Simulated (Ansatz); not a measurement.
What does this script print? It uses Ansatz 0.2.0, Python API.

`schg.py`
```python
import ansatz as az
import numpy as np

def edges_and_angles(cell):
    cell = np.asarray(cell)
    a, b, c = np.linalg.norm(cell, axis=1)
    cosines = cell[1] @ cell[2] / (b * c), cell[0] @ cell[2] / (a * c), cell[0] @ cell[1] / (a * b)
    return (a, b, c, *np.degrees(np.arccos(cosines)))

crystal = (
    az.Lattice.cubic(3.48)
    .space_group(221)
    .atom("Sc", (0.5, 0.5, 0.5))
    .atom("Hg", (0.0, 0.0, 0.0))
)

base = (
    crystal.calculation()
    .basis(24 * az.Ha)
    .accuracy("low")
    .kpoints(4, center="monkhorst-pack")
    .occupations(az.OccupationsMethod.FERMI_DIRAC)
    .scf(tolerance=1e-06, max_iterations=150, extra_bands=8, lower_state_search="light")
    .relax(cell=True, max_steps=40, max_displacement=0.1)
)

levels = [("pbesol", "none"), ("blyp", "d3bj"), ("lda", "none")]
print("level            a       b       c    alpha   beta  gamma  V/atom  steps")
for name, dispersion in levels:
    seen = []
    run = base.functional(name, dispersion=dispersion).session().plan()
    out = run.execute(on_event=lambda e: seen.append(e) if e["event"] == "relax_step" else None)
    cell = out.lattice.cell_ang
    label = name if dispersion == "none" else f"{name}+{dispersion}"
    print("{:13s} {:7.4f} {:7.4f} {:7.4f} {:6.2f} {:6.2f} {:6.2f}".format(label, *edges_and_angles(cell)), f"{abs(np.linalg.det(cell)) / len(out.lattice.sites):7.3f} {len(seen):5d}")
```

```console
$ python schg.py
level            a       b       c    alpha   beta  gamma  V/atom  steps
DeckWarning: scf.convergence.dr2_threshold = 1e-6 eV is looser than this run's default, which is 1e-7 eV or tighter. The error in the forces grows as the threshold's square root, so leave the key out unless less accurate forces are enough
DeckWarning: relax.cell: scf.convergence.dr2_threshold = 1e-6 eV is looser than the 2e-10 eV advised for a relaxation that steers and ends on the stress (1e-10 eV for each atom of the cell: 2). What an SCF threshold leaves in a stress goes as its square root, and in the free energy as the threshold itself, and one [...]
pbesol         3.4632  3.4632  3.4632  90.00  90.00  90.00  20.769     4
blyp+d3bj      3.4531  3.4531  3.4531  90.00  90.00  90.00  20.587     5
lda            3.4225  3.4225  3.4225  90.00  90.00  90.00  20.045     5
```
(Warnings from the package without file and line, shortened.)

From smallest to largest: LDA (20.04 Å³ an atom, -4.9 % against the start), BLYP+D3BJ (20.59 Å³ an atom, -2.3 % against the start) and PBEsol (20.77 Å³ an atom, -1.4 % against the start). The spread is 3.6 % in volume.

What to keep in mind:
- The settings weren't tested for convergence.
- Forces vanish by symmetry, so the ions can't move, and the end may be a saddle.
- BLYP and dispersion corrections can be off by several per cent in the lattices of metals, and by several GPa in the pressure at a fixed cell.
- For a metal this mesh is far too coarse, so the numbers only illustrate the procedure.
- Spin-orbit coupling, which matters for elements this heavy, is left out.
- The structure is a deposited one; some such entries were measured under pressure or heat, so a shift against it needn't be the functional's error alone.
- Finished in 7.1 s on 1 thread of Arm Neoverse V2 (shared host), peak memory 0.4 GiB.

(Lines on the test bed's own set-up are left out of the output.)
